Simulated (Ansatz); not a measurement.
# H7MgNOSi2: taking an electron away

How much energy removes an electron from H7MgNOSi2 at fixed geometry? The cation is run at each level and the neutral's energy taken from earlier runs.

Computed with Ansatz 0.2.0, Gaussian basis. Level: unrestricted cation, the program's frozen cores in correlated methods.

Levels to be run: UKS PBE-D4/def2-TZVPP; UKS r2SCAN-D4/def2-TZVPP; UKS PBE0-D4/def2-TZVPP; UKS B3LYP-D4/def2-TZVPP; UKS wB97X-V/def2-TZVPP; UKS wB97M-V/def2-TZVPP; UKS B2PLYP/def2-TZVPP; UHF-CCSD(T)/def2-TZVPP; UHF-MP2/def2-QZVPP; extrapolation to the limit; then −ε(HOMO) from the neutral's earlier runs with LDA (SPW92), PBE-D4, revPBE-D4, BLYP-D4, r2SCAN-D4, B97M-V, PBE0-D4, B3LYP-D4, r2SCANh-D4, r2SCAN0-D4, HSE06-D4, BHLYP-D4, CAM-B3LYP-D4, LC-ωPBE, ωB97X-V, ωB97M-V.

## 1. Structure used throughout

All runs share one geometry, relaxed beforehand with PBE0-D4 in a triple-zeta def2 set.

SMILES `[OH][Mg][N]([SiH3])[SiH3]`, 12 atoms, charge 0, spin multiplicity 1.

Atoms are counted from 1 here; the program's logs count them from 0.

Bond lengths: O1–Mg2 1.755 Å, O1–H6 0.947 Å, Mg2–N3 1.917 Å, N3–Si4 1.710 Å, N3–Si5 1.710 Å, Si4–H7 1.492 Å, Si4–H8 1.491 Å, Si4–H9 1.499 Å, Si5–H10 1.499 Å, Si5–H11 1.492 Å, Si5–H12 1.491 Å. Angles: Mg2–O1–H6 165.3°, O1–Mg2–N3 178.2°, Mg2–N3–Si4 117.1°, Mg2–N3–Si5 117.3°, Si4–N3–Si5 125.6°, N3–Si4–H7 113.6°, N3–Si4–H8 113.6°, N3–Si4–H9 107.2°, H7–Si4–H8 107.2°, H7–Si4–H9 107.4°, H8–Si4–H9 107.4°, N3–Si5–H10 107.3°, N3–Si5–H11 113.5°, N3–Si5–H12 113.6°, H10–Si5–H11 107.4°, H10–Si5–H12 107.5°, H11–Si5–H12 107.2°.

Geometry (Å):

```xyz
12
charge 0, multiplicity 1
O    -0.49237    3.32315    0.76439
Mg   -0.25358    1.63281    0.35935
N     0.04756   -0.21888   -0.03679
Si   -1.00982   -1.35180    0.68589
Si    1.34767   -0.59559   -1.08168
H    -0.77197    4.22718    0.79388
H    -1.78986   -2.15343   -0.30079
H    -0.32285   -2.31523    1.59377
H    -1.99211   -0.57721    1.51266
H     1.99223    0.69981   -1.47460
H     0.92428   -1.28295   -2.33587
H     2.39762   -1.44307   -0.44621
```

## 2. Cation, UKS PBE-D4/def2-TZVPP

Contents of in.yaml:

```yaml
crystal:
  periodic: [false, false, false]
  atoms:
    - {symbol: O, position_ang: [-0.492369, 3.323154, 0.764394]}
    - {symbol: Mg, position_ang: [-0.253578, 1.632810, 0.359350]}
    - {symbol: N, position_ang: [0.047555, -0.218877, -0.036794]}
    - {symbol: Si, position_ang: [-1.009819, -1.351797, 0.685891]}
    - {symbol: Si, position_ang: [1.347667, -0.595591, -1.081681]}
    - {symbol: H, position_ang: [-0.771965, 4.227178, 0.793879]}
    - {symbol: H, position_ang: [-1.789862, -2.153432, -0.300791]}
    - {symbol: H, position_ang: [-0.322846, -2.315227, 1.593774]}
    - {symbol: H, position_ang: [-1.992113, -0.577211, 1.512661]}
    - {symbol: H, position_ang: [1.992226, 0.699807, -1.474604]}
    - {symbol: H, position_ang: [0.924283, -1.282949, -2.335865]}
    - {symbol: H, position_ang: [2.397620, -1.443065, -0.446214]}
basis:
  gaussian: {orbitals: def2-TZVPP}
total_charge: 1
magnetization: {spin_polarized: true, initial_magnetization: 1}
hamiltonian: {xc: pbe, dispersion: d4}
```

On the command line:

```console
$ ansatz run in.yaml --threads 2 --pin off --events-out ev --progress --plain --max-ram 32768MiB --backend cuda --devices 0, --max-vram 18GiB
```

The runs that follow: Cation, UKS r2SCAN-D4/def2-TZVPP; Cation, UKS PBE0-D4/def2-TZVPP; Cation, UKS B3LYP-D4/def2-TZVPP; Cation, UKS wB97X-V/def2-TZVPP; Cation, UKS wB97M-V/def2-TZVPP; Cation, UKS B2PLYP (frozen core)/def2-TZVPP; Cation, UHF-CCSD(T)/def2-TZVPP; Cation, UHF-MP2/def2-QZVPP.

Q: Predict the results of all the runs planned. Wanted: ionisation energy, CCSD(T)/CBS; nearest functional by difference; nearest −ε(HOMO); −ε(HOMO) of PBE; T1 of the cation.

**Answer**, as computed:

| quantity | value |
| --- | --- |
| ionisation energy, CCSD(T)/CBS | 9.60 eV |
| nearest functional by difference | ωB97M-V (-0.20 eV) |
| nearest −ε(HOMO) | ωB97M-V (+0.02 eV) |
| −ε(HOMO) of PBE | 6.11 eV |
| T1 of the cation | 0.023 |

**Reading.** Energy differences with functionals land within 0.83 eV of the reference. The PBE orbital energy is 3.5 eV too small: a semilocal HOMO is no ionisation energy. Among orbital estimates ωB97M-V comes nearest. Hartree-Fock falls 1.39 eV short, as the neutral has more correlation energy than the cation. The cation may have settled in a state other than its lowest; no search over hole states beyond the program's own was made. Correlated methods include outer-core shells of Mg, which these sets cover unevenly.
